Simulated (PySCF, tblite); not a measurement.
# C5H10ClNSi: geometry, infrared bands and NMR shifts

Wanted: the infrared bands and NMR shifts of C5H10ClNSi (`C[C@H](C#N)[Si](C)(C)Cl`), by calculation.

The runs use tblite 0.8.0 and PySCF 2.14.0, with density-fitted response routines of our own; the level of theory stands in each step. All values are computed, except where a source is named. Atoms are numbered from 0 throughout.

## Step 1: Starting geometry

18 atoms, charge 0, multiplicity 1; geometry from: force field or distance geometry start.

Bonds of the start (Å): C0–C1 1.55, C1–C2 1.48, C2–N3 1.16, C1–Si4 1.90, Si4–C5 1.87, Si4–C6 1.85, Si4–Cl7 2.06, C0–H8 1.10, C0–H9 1.09, C0–H10 1.09, C1–H11 1.08, C5–H12 1.09, C5–H13 1.09, C5–H14 1.10, C6–H15 1.10, C6–H16 1.09, C6–H17 1.09.

## Step 2: Relaxing the molecule with GFN2-xTB

The job: settings as JSON, then the geometry in Å.

```
{"job": {"kind": "relax", "xc": "GFN2-xTB", "basis": "xTB"}, "charge": 0, "multiplicity": 1}
C      2.103700    -0.893200     0.135900
C      1.186800     0.315400    -0.167400
C      1.247700     1.253700     0.974000
N      1.265200     2.010000     1.850700
Si    -0.621300    -0.135800    -0.528100
C     -1.614600     1.388700    -0.945400
C     -1.392600    -1.083000     0.858300
Cl    -0.631400    -1.336900    -2.202000
H      1.769700    -1.445600     1.026100
H      2.112100    -1.593400    -0.699600
H      3.122900    -0.566500     0.318900
H      1.580500     0.813400    -1.046900
H     -2.638000     1.128700    -1.218800
H     -1.661400     2.062300    -0.085100
H     -1.161100     1.949400    -1.771000
H     -0.843400    -2.006900     1.079100
H     -2.425100    -1.356500     0.629000
H     -1.408500    -0.497500     1.780800
```

Run with:

```bash
OMP_NUM_THREADS=1 python probes_run.py task.json out
```

One launch serves the whole session: the jobs run in the order shown.

Log:

```text
step      E/eV     max force
  0    -680.20886    1.851
  1    -680.26478    3.420
  2    -680.26638    2.445
  3    -680.31329    0.393
  4    -680.31941    0.244
  5    -680.33331    0.416
  6    -680.33699    0.222
  7    -680.33976    0.132
  8    -680.34162    0.196
  9    -680.34334    0.170
 10    -680.34433    0.084
 11    -680.34489    0.062
 12    -680.34527    0.081
 13    -680.34568    0.072
 14    -680.34611    0.052
 15    -680.34650    0.043
 16    -680.34679    0.056
 17    -680.34705    0.053
 18    -680.34732    0.053
 19    -680.34760    0.057
 20    -680.34784    0.039
 21    -680.34798    0.032
 22    -680.34809    0.022
 23    -680.34819    0.034
 24    -680.34828    0.031
 25    -680.34836    0.026
 26    -680.34843    0.020
 27    -680.34853    0.036
 28    -680.34866    0.053
 29    -680.34883    0.058
 30    -680.34900    0.045
 31    -680.34912    0.028
 32    -680.34921    0.028
 33    -680.34929    0.033
 34    -680.34937    0.029
 35    -680.34943    0.019
 36    -680.34948    0.016
 37    -680.34952    0.019
 38    -680.34958    0.030
 39    -680.34965    0.034
 40    -680.34973    0.026
 41    -680.34980    0.017
 42    -680.34984    0.019
 43    -680.34990    0.022
 44    -680.34996    0.025
 45    -680.35003    0.019
 46    -680.35008    0.016
 47    -680.35011    0.017
 48    -680.35014    0.020
 49    -680.35017    0.015
 50    -680.35018    0.008
```

It took 0.74 s on 1 thread of Arm Neoverse N1, shared host; peak memory 0.18 GiB.

The steps of the relaxation: (not every step is listed)

```csv
step,energy from step 0 (eV),largest force (eV/Å)
0,0.0000,1.8512
1,-0.0559,3.4195
2,-0.0575,2.4453
3,-0.1044,0.3933
4,-0.1105,0.2444
5,-0.1245,0.4157
6,-0.1281,0.2216
7,-0.1309,0.1325
8,-0.1328,0.1955
11,-0.1360,0.0618
14,-0.1372,0.0515
17,-0.1382,0.0525
20,-0.1390,0.0388
23,-0.1393,0.0342
26,-0.1396,0.0200
29,-0.1400,0.0583
32,-0.1404,0.0277
35,-0.1406,0.0187
38,-0.1407,0.0299
41,-0.1409,0.0171
44,-0.1411,0.0253
45,-0.1412,0.0192
46,-0.1412,0.0162
47,-0.1413,0.0165
48,-0.1413,0.0203
49,-0.1413,0.0153
50,-0.1413,0.0082
```

Distances of close pairs at the start and the end, largest changes first:

```csv
bond,before (Å),after (Å),change (Å)
Si4–C6,1.848,1.901,+0.053
C1–C2,1.479,1.433,-0.046
C1–Si4,1.898,1.938,+0.040
Si4–C5,1.867,1.900,+0.033
Si4–Cl7,2.060,2.041,-0.020
C0–C1,1.547,1.532,-0.015
C2–N3,1.158,1.145,-0.013
C0–H8,1.100,1.088,-0.012
```

The next job starts from the end point, and lists it.

## Step 3: Harmonic vibrations with GFN2-xTB

The job: settings as JSON, then the geometry in Å.

```
{"job": {"kind": "ir", "xc": "GFN2-xTB", "basis": "xTB"}, "charge": 0, "multiplicity": 1}
C      2.084819    -0.887549     0.139481
C      1.198215     0.324145    -0.167438
C      1.200817     1.229107     0.943078
N      1.172660     1.936077     1.843122
Si    -0.635761    -0.158240    -0.566213
C     -1.606045     1.425758    -0.966076
C     -1.375776    -1.117766     0.898333
Cl    -0.561498    -1.360041    -2.213625
H      1.743015    -1.394107     1.039158
H      2.053054    -1.590209    -0.689963
H      3.117376    -0.578360     0.294196
H      1.615933     0.861559    -1.026029
H     -2.639578     1.201082    -1.212207
H     -1.606488     2.104533    -0.118432
H     -1.177182     1.956027    -1.812368
H     -0.848074    -2.051626     1.073647
H     -2.418596    -1.363067     0.718523
H     -1.325646    -0.531007     1.811155
```

Log:

```text
mode    cm-1     km/mol
  1      31.9      5.33
  2      88.2      7.64
  3     108.0      0.09
  4     116.2      0.33
  5     129.2      0.45
  6     134.4      0.26
  7     161.6      8.90
  8     173.5      4.34
  9     195.2     13.67
 10     202.5      2.40
 11     242.3      4.55
 12     294.7      5.04
 13     417.7      9.88
 14     493.5     66.22
 15     541.0      7.13
 16     635.0     23.63
 17     718.6     39.62
 18     760.4     15.47
 19     803.7      0.03
 20     828.4    113.01
 21     846.7    195.06
 22     854.8    152.66
 23     921.8     64.44
 24    1001.6     22.18
 25    1083.0      2.13
 26    1086.2      7.95
 27    1176.6     43.76
 28    1263.0      8.34
 29    1373.1     34.70
 30    1377.5     18.32
 31    1412.2      4.09
 32    1467.1      0.70
 33    1470.6      0.41
 34    1472.1      3.49
 35    1474.7      0.82
 36    1495.5      4.17
 37    1503.1      4.53
 38    2394.1    284.84
 39    2920.2     25.11
 40    3022.0     33.10
 41    3032.3     25.24
 42    3035.0      4.62
 43    3037.0     23.59
 44    3041.9     16.06
 45    3042.0     12.47
 46    3043.3      4.91
 47    3045.7     24.44
 48    3048.5     14.50
```

Run time: 1.4 s. Hardware: 1 thread of Arm Neoverse N1, shared host; peak memory 0.18 GiB.

Which atoms move in the most intense modes:

```csv
cm⁻¹,km/mol,atoms
494,66.2,"Si4 40 %, C2 30 %, Cl7 16 %"
719,39.6,"Si4 26 %, C5 22 %, C6 18 %"
828,113.0,"Si4 23 %, H15 22 %, H14 21 %, C6 11 %"
847,195.1,"H13 21 %, H17 21 %, H15 13 %, H14 13 %"
855,152.7,"H12 24 %, H16 21 %, Si4 11 %"
922,64.4,"H9 28 %, C1 24 %, C0 14 %, N3 13 %"
1177,43.8,"H11 38 %, C1 32 %, H10 10 %"
2394,284.8,"C2 60 %, N3 39 %"
```

## Step 4: Shielding tensors: PBE0/pcSseg-1

The job, as its differences from that of step 3:

```diff
@@ -1,2 +1,2 @@
-{"job": {"kind": "ir", "xc": "GFN2-xTB", "basis": "xTB"}, "charge": 0, "multiplicity": 1}
+{"job": {"kind": "nmr", "xc": "PBE0", "basis": "pcSseg-1"}, "charge": 0, "multiplicity": 1}
 C      2.084819    -0.887549     0.139481
```

Level: GIAO PBE0/pcSseg-1 NMR shielding, non-relativistic, gas phase.

Log:

```text
coarse grid: 15944 points
cycle   1  E = -1000.2956487771  dE =  7.118e-01  |g| = 6.077e-01  |ddm| = 3.801e+00
cycle   2  E = -1000.1670580627  dE =  1.286e-01  |g| = 9.839e-01  |ddm| = 1.371e+00
cycle   3  E = -1000.3743526374  dE = -2.073e-01  |g| = 2.537e-01  |ddm| = 9.163e-01
cycle   4  E = -1000.3885056382  dE = -1.415e-02  |g| = 3.491e-02  |ddm| = 1.886e-01
cycle   5  E = -1000.3887574709  dE = -2.518e-04  |g| = 9.494e-03  |ddm| = 3.883e-02
cycle   6  E = -1000.3887796644  dE = -2.219e-05  |g| = 1.693e-03  |ddm| = 1.153e-02
cycle   7  E = -1000.3887801235  dE = -4.592e-07  |g| = 6.296e-04  |ddm| = 1.924e-03
final grid: 144424 points
cycle   8  E = -1000.4338847425  dE = -4.104e-05  |g| = 8.473e-03  |ddm| = 2.796e-02
cycle   9  E = -1000.4338817408  dE =  3.002e-06  |g| = 8.995e-03  |ddm| = 1.340e-02
cycle  10  E = -1000.4339016700  dE = -1.993e-05  |g| = 1.143e-03  |ddm| = 7.143e-03
cycle  11  E = -1000.4339018502  dE = -1.802e-07  |g| = 6.573e-04  |ddm| = 1.330e-03
cycle  12  E = -1000.4339019394  dE = -8.919e-08  |g| = 9.317e-05  |ddm| = 4.679e-04
cycle  13  E = -1000.4339019413  dE = -1.911e-09  |g| = 2.430e-05  |ddm| = 1.102e-04
cycle  14  E = -1000.4339019415  dE = -1.239e-10  |g| = 5.833e-06  |ddm| = 3.387e-05
converged SCF energy = -1000.4339019415

GIAO shielding tensors (ppm)
atom      isotropic    diamagn.    paramagn.     s11        s22        s33       span
  0 C      172.857     245.988     -73.131    163.300    167.655    187.615     24.316
  1 C      171.488     255.548     -84.060    160.501    171.743    182.221     21.720
  2 C       61.000     262.880    -201.880    -59.276    -51.373    293.649    352.925
  3 N      -29.459     341.860    -371.319   -193.445   -187.796    292.863    486.308
  4 Si     316.892     879.707    -562.815    292.176    325.100    333.399     41.223
  5 C      184.259     255.240     -70.981    176.819    181.280    194.677     17.858
  6 C      187.356     255.918     -68.562    178.451    186.393    197.225     18.774
  7 Cl     951.301    1149.728    -198.427    911.213    929.929   1012.760    101.547
  8 H       30.564      30.513       0.051     26.107     29.840     35.744      9.637
  9 H       30.292      29.835       0.457     24.304     30.428     36.143     11.839
 10 H       30.052      28.110       1.942     24.974     27.436     37.745     12.771
 11 H       29.936      31.579      -1.643     27.076     27.756     34.975      7.899
 12 H       31.216      29.673       1.543     26.818     28.525     38.304     11.487
 13 H       30.937      32.217      -1.281     26.005     29.123     37.682     11.678
 14 H       31.273      30.681       0.592     27.140     28.560     38.120     10.980
 15 H       31.191      31.608      -0.417     26.697     29.314     37.562     10.865
 16 H       31.263      30.095       1.168     26.881     28.527     38.381     11.501
 17 H       31.137      32.685      -1.548     26.255     28.909     38.247     11.992
```

It took 67 s on 1 thread of Arm Neoverse N1, shared host; peak memory 0.92 GiB.

Shifts follow as δ = σ(reference) − σ, with reference shieldings (ppm) from runs at the same level and on the same kind of geometry: 1H TMS 31.72, 13C TMS 186.9, 29Si TMS 349.2, 15N NH3 267.7, 35Cl HCl 950. The references are single molecules in the gas phase, so shifts against H2O, NH3, PH3, H3PO4 or CFCl3 are not on the usual liquid scales and can be off by tens of ppm. Atoms listed in one row are averaged.

```csv
atoms,environment,σ (ppm),δ (ppm),δ scaled to CDCl3
C2,nitrile carbon,61.0,125.9,121.0
C1,"sp3 CH bonded to Si, α to a nitrile",171.5,15.4,13.2
C0,methyl carbon,172.9,14.1,11.8
C5,methyl carbon bonded to Si,184.3,2.7,0.7
C6,methyl carbon bonded to Si,187.4,-0.4,-2.3
H11,"hydrogen on an sp3 CH bonded to Si, α to a nitrile",29.94,1.78,1.78
"H8, H9, H10",hydrogen on a methyl carbon,30.30,1.41,1.44
"H12, H13, H14",hydrogen on a methyl carbon bonded to Si,31.14,0.58,0.65
"H15, H16, H17",hydrogen on a methyl carbon bonded to Si,31.20,0.52,0.60
N3,nitrile nitrogen,-29.5,297.2,–
Si4,"silicon bonded to 3 C, Cl",316.9,32.3,–
Cl7,chlorine bonded to Si,951,-2,–
```

The scaled column applies a straight-line fit of computed shieldings to shifts measured in CDCl3, with any fitted terms for Cl, Br or S neighbours (root-mean-square error 0.16 ppm for H, 1.9 ppm for C).

Charges from the same density, by scheme (e):

```csv
atoms,Mulliken,IAO,Hirshfeld,ESP fit
C0,-0.21,-0.41,-0.11,-0.39
C1,-0.59,-0.42,-0.09,-0.08
C2,0.11,0.14,0.08,0.36
N3,-0.25,-0.27,-0.24,-0.49
Si4,0.97,1.09,0.42,0.66
C5,-0.61,-0.73,-0.21,-0.81
C6,-0.61,-0.73,-0.21,-0.65
Cl7,-0.32,-0.32,-0.12,-0.22
```

Mayer bond orders: C0–C1 1.02, C1–C2 1.00, C2–N3 3.03, C1–Si4 0.79, Si4–C5 1.00, Si4–C6 1.00, Si4–Cl7 0.99.

## Step 5: Summary of results

| quantity | value |
| --- | --- |
| strongest single infrared mode (GFN2-xTB) | 2394 cm⁻¹, 285 km/mol |
| zero-point energy (GFN2-xTB) | 87.2 kcal/mol |
| 13C shifts against TMS (PBE0/pcSseg-1) | 125.9, 15.4, 14.1, 2.7, -0.4 ppm |
| 1H shifts against TMS (PBE0/pcSseg-1, means over atoms taken as alike) | 1.78, 1.41, 0.58, 0.52 ppm |
| 15N shifts against NH3 (PBE0/pcSseg-1) | 297.2 ppm |
| 29Si shifts against TMS (PBE0/pcSseg-1) | 32.3 ppm |
| 35Cl shifts against HCl (PBE0/pcSseg-1) | -2 ppm |

In words: Relaxing lowered the energy by 0.141 eV in 50 steps; the close pair that moved most is Si4–C6, from 1.848 to 1.901 Å. All 48 modes are real, so the xTB geometry is a minimum. The strongest single mode, at 2394 cm⁻¹, moves mainly C2 and N3. Unscaled tight-binding wavenumbers are off by several per cent, some by more. Its intensities can rank the bands wrongly. The most deshielded carbon is C2 (nitrile carbon), at 125.9 ppm: this is the usual window of a C≡N carbon, which has no attached hydrogen. At PBE0/pcSseg-1: Shielding is most anisotropic at N3 (span 486 ppm, paramagnetic term -371 ppm).
